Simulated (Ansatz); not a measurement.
# AlClH4OSi: the cost of one run

Method: RHF/6-31G*, in Ansatz 0.2.0.

### 1 The starting structure

Bond lengths: Al1–Cl2 2.230 Å, Al1–O3 1.780 Å, O3–Si4 1.680 Å, Si4–H5 1.460 Å, Si4–H6 1.460 Å, Si4–H7 1.460 Å, Al1–H8 1.560 Å. Angles: Cl2–Al1–O3 120.0°, Cl2–Al1–H8 120.0°, O3–Al1–H8 120.0°, Al1–O3–Si4 125.0°, O3–Si4–H5 109.5°, O3–Si4–H6 109.5°, O3–Si4–H7 109.5°, H5–Si4–H6 109.4°, H5–Si4–H7 109.4°, H6–Si4–H7 109.4°.

As a file:

```xyz
8

Al    0.0000    0.0000    0.0000
Cl    0.0000    0.0000    2.2300
O     1.5415    0.0000   -0.8900
Si    2.3874   -1.3760   -1.3520
H     1.4599   -2.3514   -1.9176
H     3.3882   -1.0195   -2.3535
H     3.0504   -1.9546   -0.1870
H    -1.3510    0.0000   -0.7800
```

### 2 Relaxing the start

Input file input.yaml:

```yaml
crystal:
  periodic: [false, false, false]
  atoms:
    - { symbol: Al, position_ang: [0.0, 0.0, 0.0] }
    - { symbol: Cl, position_ang: [0.0, 0.0, 2.23] }
    - { symbol: O, position_ang: [1.5415, 0.0, -0.89] }
    - { symbol: Si, position_ang: [2.3874, -1.376, -1.352] }
    - { symbol: H, position_ang: [1.4599, -2.3514, -1.9176] }
    - { symbol: H, position_ang: [3.3882, -1.0195, -2.3535] }
    - { symbol: H, position_ang: [3.0504, -1.9546, -0.187] }
    - { symbol: H, position_ang: [-1.351, 0.0, -0.78] }
basis:
  gaussian: { orbitals: "6-31G*" }
hamiltonian:
  xc: hf
relax:
  f_tol: 0.02
  max_steps: 40
```

On the command line:

```bash
$ ansatz run input.yaml --threads 1 --pin off --max-ram 2048MiB --backend cpu --events-out ev --progress --plain --runs-dir out
```

**Question.** How long does this run take on 1 thread of Arm Neoverse V1, shared host, and how much memory does it need?

About 27 s, with a peak of 0.15 GiB.
